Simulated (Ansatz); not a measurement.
**LaNi2P2: elastic constants**

This session takes LaNi2P2 and sets out to relax the cell, tighten the relaxation for response calculations and get the elastic tensor.

Method: DFT PBEsol, scalar-relativistic, plane waves, PAW, in Ansatz 0.2.0.

## 1. The structure to begin with

Symmetry: I4/mmm, No. 139, tetragonal system. Conventional cell: a = 4.007 Å, b = 4.007 Å, c = 9.632 Å, α = 90.00°, β = 90.00°, γ = 90.00°. La (site symmetry 4/mmm) has 8 P at 3.07 Å and 8 Ni at 3.13 Å as nearest neighbours. Around Ni (site symmetry -4m2) lie 4 P at 2.34 Å. P (site symmetry 4mm) is surrounded by 4 Ni at 2.34 Å and 1 P at 2.39 Å and 4 La at 3.07 Å.

As a file:

```cif
data_structure
_symmetry_space_group_name_H-M 'P 1'
_symmetry_Int_Tables_number 1
_cell_length_a 5.5877
_cell_length_b 5.5877
_cell_length_c 5.5877
_cell_angle_alpha 137.977
_cell_angle_beta 137.977
_cell_angle_gamma 60.939
_cell_volume 77.33
loop_
_atom_site_label
_atom_site_type_symbol
_atom_site_fract_x
_atom_site_fract_y
_atom_site_fract_z
_atom_site_occupancy
La1 La 0.00000 0.00000 0.00000 1
Ni1 Ni 0.75000 0.25000 0.50000 1
Ni2 Ni 0.25000 0.75000 0.50000 1
P1 P 0.37600 0.37600 0.00000 1
P2 P 0.62400 0.62400 0.00000 1
```

Source of the structure: the Crystallography Open Database.

(A quick probe on a coarse mesh, which set the mesh and smearing, is not shown.)

## 3. A loose first relaxation

File input.yaml:

```yaml
crystal:
  lattice:
    - [-2.0035, 2.0035, 4.816]
    - [2.0035, -2.0035, 4.816]
    - [2.0035, 2.0035, -4.816]
  atoms:
    - { symbol: La, position: [0.0, 0.0, 0.0] }
    - { symbol: Ni, position: [0.75, 0.25, 0.5] }
    - { symbol: Ni, position: [0.25, 0.75, 0.5] }
    - { symbol: P, position: [0.376, 0.376, 0.0] }
    - { symbol: P, position: [0.624, 0.624, 0.0] }
basis:
  ecutwfc: 420
kpoints:
  mp_grid: { grid: [8, 8, 8] }
hamiltonian:
  xc: pbesol
scf:
  occupations: { method: gaussian, width: 0.1 }
output:
  forces: true
  stress: true
  eigenvalues: true
relax:
  adjacent_minimum: "off"
  f_tol: 0.05
  max_steps: 80
  cell: { stress_tol: 0.5 }
```

Command:

```console
$ ansatz run input.yaml --threads 2 --pin off --max-ram 5120MiB --backend cpu --events-out ev --progress --plain --runs-dir out
```

The session goes on with these runs: full relaxation; a stricter relaxation, with the smearing for a metal; elastic constants, atoms relaxed.

**Question.** What will these runs give? Wanted: relaxed cell; volume; C11, C12, C44; C33, C13, C66; B, G, E; Poisson ratio; Debye temperature.

**Answer**, as computed:

| quantity | value |
| --- | --- |
| relaxed cell (conventional) | a = 3.958 Å, b = 3.958 Å, c = 9.549 Å, α = 90.00°, β = 90.00°, γ = 90.00° |
| space group (0.01 Å) | I4/mmm (No. 139) |
| volume | 14.96 Å³/atom |
| C11, C12, C44 (relaxed-ion) | 268, 77, 107 GPa |
| C33, C13, C66 (relaxed-ion) | 139, 95, 71 GPa |
| B, G, E (Hill) (relaxed-ion) | 129, 78, 194 GPa |
| Poisson ratio (relaxed-ion) | 0.25 |
| Debye temperature | 445 K |

What this shows: The cell shrank by 3.3 % in volume on relaxing. That is more than thermal expansion of the reported cell explains. It is stable against strain: the least eigenvalue of C is 71 GPa. B/G = 1.65 lies under 1.75, which by Pugh's rule of thumb suggests brittle behaviour; Young's modulus ranges from about 86 to 246 GPa with direction. The runs treat La without spin-orbit coupling. The final runs have no spin polarisation, so no magnetic state was tried and one may lie lower.
